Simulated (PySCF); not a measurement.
**BeB⁺: spin, charge, geometry and surroundings**

How does BeB⁺ answer to another spin, charge, distance or environment?

The runs use PySCF 2.14.0; each script names its method and basis.

5 further runs of the same task are left out: 5 that didn't finish.

## Step 1: Starting geometry

BeB⁺: 2 atoms, charge 1, spin multiplicity 1.

Bond lengths: Be1–B2 1.969 Å.

## Step 2: The base run

Contents of input.py:

```python
from pyscf import gto, scf, tdscf

mol = gto.M(
    atom='Be 0 0 0; B 0 0 1.969',
    basis='def2-tzvp',
    charge=1,
    spin=0,
    symmetry=True,
    verbose=4,
)
mf = scf.RHF(mol)
mf.kernel()
td = tdscf.TDHF(mf)
td.nstates = 4
td.kernel()
td.analyze()
mf.dip_moment()
print('orbital energies (hartree):', mf.mo_energy[..., max(0, mol.nelec[1]-3):mol.nelec[0]+3].round(4))
```

On the command line:

```sh
$ OMP_NUM_THREADS=1 python input.py
```

The log of this run is left out.

It gives: E(SCF) = -38.847909 Eh, 8 cycles, excitations 1.48, 1.48, 3.61, 6.11 eV.

The bond length is a typed value, not an optimised one. The dipole of an ion depends on the origin.

## Step 3: Bond 2.205 Å

Run 1 changes bond length: 1.969 Å → 2.205 Å.

Contents of input.py:

```python
from pyscf import gto, scf, tdscf

mol = gto.M(
    atom='Be 0 0 0; B 0 0 2.205',
    basis='def2-tzvp',
    charge=1,
    spin=0,
    symmetry=True,
    verbose=4,
)
mf = scf.RHF(mol)
mf.kernel()
td = tdscf.TDHF(mf)
td.nstates = 4
td.kernel()
td.analyze()
mf.dip_moment()
print('orbital energies (hartree):', mf.mo_energy[..., max(0, mol.nelec[1]-3):mol.nelec[0]+3].round(4))
```

On the command line:

```sh
$ OMP_NUM_THREADS=1 python input.py
```

## Step 4: Bond 1.733 Å

Run 2 changes bond length: 1.969 Å → 1.733 Å.

Changes to input.py since step 2:

```diff
@@ -3,3 +3,3 @@
 mol = gto.M(
-    atom='Be 0 0 0; B 0 0 1.969',
+    atom='Be 0 0 0; B 0 0 1.733',
     basis='def2-tzvp',
```

## Step 5: Bond 3.938 Å

Run 3 changes bond length: 1.969 Å → 3.938 Å.

Changes to input.py since step 2:

```diff
@@ -3,3 +3,3 @@
 mol = gto.M(
-    atom='Be 0 0 0; B 0 0 1.969',
+    atom='Be 0 0 0; B 0 0 3.938',
     basis='def2-tzvp',
```

## Step 6: Electric field 0.05 a.u.

Run 4 changes electric field: none → 0.05 a.u.; point-group symmetry: on → off.

Changes to input.py since step 2:

```diff
@@ -7,3 +7,2 @@
     spin=0,
-    symmetry=True,
     verbose=4,
@@ -11,2 +10,7 @@
 mf = scf.RHF(mol)
+field = 0.05  # electric field along z, atomic units
+h = mf.get_hcore() + field*mol.intor('int1e_r')[2]
+mf.get_hcore = lambda *args: h
+e_nuc = mol.energy_nuc() - field*mol.atom_charges() @ mol.atom_coords()[:, 2]
+mf.energy_nuc = lambda *args: e_nuc
 mf.kernel()
```

**Question.** What will these runs give? Wanted: for each run, E(SCF); from base; gap; after the SCF.

The runs gave:

| run | E(SCF) (hartree) | from base (eV) | cycles | gap (eV) | after the SCF |
| --- | --- | --- | --- | --- | --- |
| base | -38.847909 | 0 | 8 | 8.14 | lowest root found 1.48 eV |
| bond 2.205 Å | -38.856414 | -0.2314 | 8 | 8.40 | lowest root found 2.16 eV |
| bond 1.733 Å | -38.817908 | +0.8164 | 9 | 7.74 | lowest root found 0.27 eV |
| bond 3.938 Å | -38.823358 | +0.6681 | 8 | 5.88 | lowest root found 1.97 eV |
| electric field 0.05 a.u. | -38.987252 | not comparable | 8 | 7.14 | lowest root found 2.07 eV |

What this shows: The largest comparable shift of the SCF energy, +0.816 eV, comes with the run “bond 1.733 Å”. With bond 3.938 Å the frontier gap moves by over 1.5 eV, which can mean another electronic state rather than the bond length alone.
